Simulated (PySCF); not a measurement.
**GeHF (SMILES [F][GeH]): levels of theory compared**

We compute a comparison of 6 runs (HF/def2-SVP, r2SCAN/pcseg-1, B3LYP/6-31G*, B2PLYP/6-311G**, M06-2X/aug-cc-pVDZ, MP2/6-31G*) of GeHF. 

Program for the calculation: PySCF 2.14.0.

### Step 1. The molecule

GeHF has 3 atoms, charge 0, and is taken as a singlet. As SMILES, `[F][GeH]`. The coordinates come from a PBE0-D4/def2-TZVP relaxation.

Bond lengths: F1–Ge2 1.757 Å, Ge2–H3 1.609 Å. Angles: F1–Ge2–H3 94.2°.

### Step 2. Energy and gradient at HF/def2-SVP (run 1)

Contents of input.xyz:

```xyz
3

F      0.672100     1.012600     0.469700
Ge    -0.657900     0.195200    -0.335600
H     -0.025200    -1.272700    -0.147400
```

Contents of job.py:

```python
# [F][GeH]
from pyscf import gto

mol = gto.M(
    atom='input.xyz',
    basis='def2-svp',
    max_memory=1860,
    spin=0,
    verbose=3,
)

calc0 = mol.RHF()
calc0.conv_tol = 1e-10
calc0.kernel()
if not calc0.converged:
    calc0 = calc0.newton().run(calc0.mo_coeff, calc0.mo_occ)

energy = calc0.e_tot
print('E = %.10f Eh' % energy)
grad = calc0.nuc_grad_method().kernel()
calc0.analyze()
```

Started as:

```
OMP_NUM_THREADS=1 python job.py
```

Log:

```text
converged SCF energy = -2175.04162581531
[... 13 lines left out ...]
MO #6   energy= -26.2422667125033  occ= 2
[... 8 lines left out ...]
MO #15  energy= -1.66406844496354  occ= 2
[... 8 lines left out ...]
MO #24  energy= 0.197524845712082  occ= 0
[... 8 lines left out ...]
MO #33  energy= 0.749375208420521  occ= 0
[... 8 lines left out ...]
MO #42  energy= 2.67061587514455   occ= 0
[... 8 lines left out ...]
MO #51  energy= 3.86221050720692   occ= 0
[... 4 lines left out ...]
Dipole moment(X, Y, Z, Debye): -1.65536, -1.03891, -1.00456
```

It took 5.7 s on 1 thread of Intel Xeon at 2.50GHz (Skylake/Cascade Lake), shared host; peak memory 0.12 GiB.

### Step 3. Energy and gradient at r2SCAN/pcseg-1 (run 2)

Contents of start.xyz:

```xyz
3

F      0.672100     1.012600     0.469700
Ge    -0.657900     0.195200    -0.335600
H     -0.025200    -1.272700    -0.147400
```

Contents of calc.py:

```python
# [F][GeH]
import pyscf.grad
from pyscf import gto, dft

mol = gto.Mole()
mol.atom = 'start.xyz'
mol.spin = 0
mol.verbose = 4
mol.max_memory = 1860
mol.basis = 'pcseg-1'
mol.build()

mf = dft.RKS(mol)
mf.xc = 'r2scan'
mf.conv_tol = 1e-10
mf.grids.level = 5
mf.kernel()
if not mf.converged:
    mf = mf.newton().run(mf.mo_coeff, mf.mo_occ)

e_tot = mf.e_tot
print('E(%s) = %.9f' % ('R2SCAN', e_tot))
grad = mf.Gradients().kernel()
mf.analyze()
```

Started as:

```
OMP_NUM_THREADS=1 python calc.py
```

Log:

```text
PySCF version 2.14.0

[... 86 lines left out ...]
Nuclear Repulsion Energy =              99.212640404301993
[... 11 lines left out ...]
MO #6   energy= -24.4547828295051  occ= 2
[... 9 lines left out ...]
MO #16  energy= -1.09876623091516  occ= 2
[... 9 lines left out ...]
MO #26  energy= 0.266956884679469  occ= 0
[... 9 lines left out ...]
MO #36  energy= 1.13479943540441   occ= 0
[... 9 lines left out ...]
MO #46  energy= 2.67842047260609   occ= 0
[... 52 lines left out ...]
Dipole moment(X, Y, Z, Debye): -1.41420, -0.81245, -0.85032
```

Wall time 37 s (1 thread of Intel Xeon at 2.50GHz (Skylake/Cascade Lake), shared host); peak memory 0.48 GiB.

### Step 4. Energy and forces at B3LYP/6-31G(d) (spherical functions) (run 3)

Contents of calc.py:

```python
import pyscf.grad
from pyscf import gto, dft

mol = gto.M(
    atom='''
F      1.270085     1.913537     0.887604
Ge    -1.243251     0.368875    -0.634192
H     -0.047621    -2.405054    -0.278546
''',
    basis='6-31g*',
    spin=0,
    max_memory=1860,
    charge=0,
    unit='bohr',
    verbose=4,
)

mf = dft.RKS(mol, xc='b3lyp')
mf.grids.level = 5
mf.conv_tol = 1e-10
mf.kernel()
if not mf.converged:
    mf = mf.newton().run(mf.mo_coeff, mf.mo_occ)

e_final = mf.e_tot
print(f'total energy: {e_final:.8f} hartree')
grad = mf.Gradients().kernel()
dip = mf.dip_moment()
pop, q = mf.mulliken_pop()
```

Started as:

```
OMP_NUM_THREADS=1 python calc.py
```

Log:

```text
PySCF version 2.14.0

[... 71 lines left out ...]
converged SCF energy = -2177.20320555185
total energy: -2177.20320555 hartree
[... 10 lines left out ...]
Dipole moment(X, Y, Z, Debye): -1.24144, -0.79223, -0.75475
[... 52 lines left out ...]
charge of    2H =     -0.05855
```

Run time: 30 s. Hardware: 1 thread of Intel Xeon at 2.50GHz (Skylake/Cascade Lake), shared host; peak memory 0.49 GiB.

Runs 4 to 5 aren't shown in full; the table further down has their settings and results.

### Step 5. Energy and gradient at MP2/6-31G(d) (spherical functions) (run 6)

Contents of job.py:

```python
# [F][GeH]
import pyscf.grad
from pyscf import gto, mp

molecule = gto.Mole()
molecule.atom = [
    ('F', (0.672100, 1.012600, 0.469700)),
    ('Ge', (-0.657900, 0.195200, -0.335600)),
    ('H', (-0.025200, -1.272700, -0.147400)),
]
molecule.verbose = 4
molecule.basis = '6-31g*'
molecule.max_memory = 1860
molecule.build()

mf = molecule.RHF()
mf.conv_tol = 1e-10
mf.kernel()
if not mf.converged:
    mf = mf.newton().run(mf.mo_coeff, mf.mo_occ)

pt = mp.MP2(mf, frozen=10).run()
energy = pt.e_tot
print('E = %.10f Eh' % energy)
grad = pt.Gradients().kernel()
mf.analyze()
```

Started as:

```
OMP_NUM_THREADS=1 python job.py
```

Log:

```text
PySCF version 2.14.0

[... 77 lines left out ...]
Two-electron Energy =                  957.753661373191903
[... 11 lines left out ...]
MO #8   energy= -5.22183622414831  occ= 2
[... 9 lines left out ...]
MO #18  energy= -0.617008746746811 occ= 2
[... 9 lines left out ...]
MO #28  energy= 0.409397364062809  occ= 0
[... 9 lines left out ...]
MO #38  energy= 2.0785387788696    occ= 0
[... 9 lines left out ...]
MO #48  energy= 3.97777999222959   occ= 0
[... 54 lines left out ...]
Dipole moment(X, Y, Z, Debye): -1.51394, -1.08961, -0.93338
```

It took 14 s on 1 thread of Intel Xeon at 2.50GHz (Skylake/Cascade Lake), shared host; peak memory 0.23 GiB.

### Step 6. All runs side by side

| run | level | integration grid | task | energy (Eh) | dipole moment (D) of the reference | HOMO energy (eV) | LUMO energy (eV) | wall time |
| --- | --- | --- | --- | --- | --- | --- | --- | --- |
| 1 | HF/def2-SVP | – | gradient | -2175.041626 | 2.20 | -9.78 | 0.34 | 5.7 s |
| 2 | r2SCAN/pcseg-1 | 5 | gradient | -2177.128646 | 1.84 | -6.41 | -3.63 | 37 s |
| 3 | B3LYP/6-31G* (spherical functions) | 5 | gradient | -2177.203206 | 1.65 | -6.90 | -2.93 | 30 s |
| 4 | B2PLYP/6-311G** | 5 | energy | -2176.997308 | 2.18 | -8.19 | -1.71 | 26 s |
| 5 | M06-2X/aug-cc-pVDZ | 5 | gradient | -2177.404887 | 1.92 | -8.34 | -2.03 | 51 s |
| 6 | MP2/6-31G* (spherical functions) | – | gradient | -2175.502784 | 2.09 | -9.72 | 0.30 | 14 s |

### Step 7. Outcome

| quantity | value |
| --- | --- |
| run 6: total energy | -2175.50278 Eh |
| run 6: dipole moment (Hartree–Fock density) | 2.09 D |
| run 6: HOMO energy (Hartree–Fock orbitals) | -9.72 eV |
| run 6: LUMO energy (Hartree–Fock orbitals) | 0.30 eV |
| run 6: HOMO–LUMO gap (Hartree–Fock orbitals) | 10.02 eV |
| run 6: correlation energy (10 core orbitals frozen) | -408.3 mEh |
| run 6: largest force on an atom | 0.121 eV/Å |

Over runs 1, 2, 3, 4, 5 the dipole moment (its size) runs from 1.65 D (B3LYP/6-31G*) to 2.20 D (HF/def2-SVP). The two ends differ in method and basis. Over runs 1, 2, 3, 4, 5 the HOMO–LUMO gap runs from 2.78 eV (r2SCAN/pcseg-1) to 10.12 eV (HF/def2-SVP). Totals of different functionals can't be ranked against each other. All runs together took 2.7 min, the longest 51 s.
